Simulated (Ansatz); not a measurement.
The system is RbW.

```xyz
2
Lattice="3.5466 0.0000 0.0000 -1.7733 3.0715 0.0000 0.0000 0.0000 5.4941" Properties=species:S:1:pos:R:3 pbc="T T T"
Rb    0.0000    0.0000    2.7471
W     1.7733    1.0238    0.0000
```

The cell was built by a generator and needn't be a form met in nature.

* Program: Ansatz 0.2.0
* Task: single point
* Functional: PBE
* Potentials or basis: all-electron LAPW, scalar-relativistic
* Cutoff: 150 eV (chosen from the basis error)
* Basis error allowed: 0.001 eV/atom
* k mesh: 9 × 9 × 5
* Occupations: fermi-dirac, width 0.05 eV
* Spin: no spin polarisation

On this cell: pressure -6.5 GPa; largest force under 0.003 eV/Å; band gap on the k mesh none (metal or under the smearing width).

The same run follows on a disturbed copy (atoms moved at random, drawn with an rms of 0.05 Å):

```
CELL_PARAMETERS angstrom
3.54662 0.00000 0.00000
-1.77331 3.07147 0.00000
0.00000 0.00000 5.49414
ATOMIC_POSITIONS crystal
Rb 0.99260 0.01057 0.49249
W 0.67831 0.34842 0.00038
```

**Question.** What does the disturbed cell give?

**Answer.** The energy (extrapolated to zero smearing) moves by +3.2 meV/atom; pressure -6.5 GPa; largest force 0.229 eV/Å; band gap on the k mesh none (metal or under the smearing width).

Forces on the atoms (eV/Å):
```
Rb   0.041  0.007  0.225
W   -0.041 -0.007 -0.225
```

Stress tensor (GPa, compression positive):
```
-14.54  -0.22   0.02
 -0.22 -14.43   0.00
  0.02   0.00   9.44
```
